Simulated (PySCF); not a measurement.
# CrO4: the cost of one run

Computed with PySCF 2.14.0, with density-fitted response routines of our own, on a single molecule, in the gas phase or a continuum. Atoms count from 0, in the outputs and in this text.

## 1. The molecule as given

5 atoms, charge -2, multiplicity 1; geometry from: GFN2-xTB. The atoms were then displaced at random by about 0.01 Å, so the start is not that level's minimum.

Bonds of the start (Å): O0–Cr1 1.61, Cr1–O2 1.64, Cr1–O3 1.64, Cr1–O4 1.64.

## 2. Geometry optimisation at PBE0-D3(BJ)/def2-TZVP

The job: settings as JSON, then the geometry in Å.

```
{"job": {"xc": "PBE0", "basis": "def2-TZVP", "d3": "d3bj", "grid": 2, "shake": 0.01, "kind": "geom"}, "charge": -2, "multiplicity": 1}
O     -0.435750     1.351200    -0.751910
Cr    -0.003970    -0.003930    -0.005720
O     -1.113020    -1.177120    -0.312480
O      0.123030     0.266090     1.603090
O      1.463290    -0.470210    -0.570880
```

Command:

```sh
$ OMP_NUM_THREADS=1 python probes_run.py task.json out
```

This one command runs all jobs of the session in turn.

**Question.** How long does this first job take on 1 thread of Arm Neoverse N1, shared host, and how much memory does it need?

About 84 s, with a peak of 0.66 GiB.
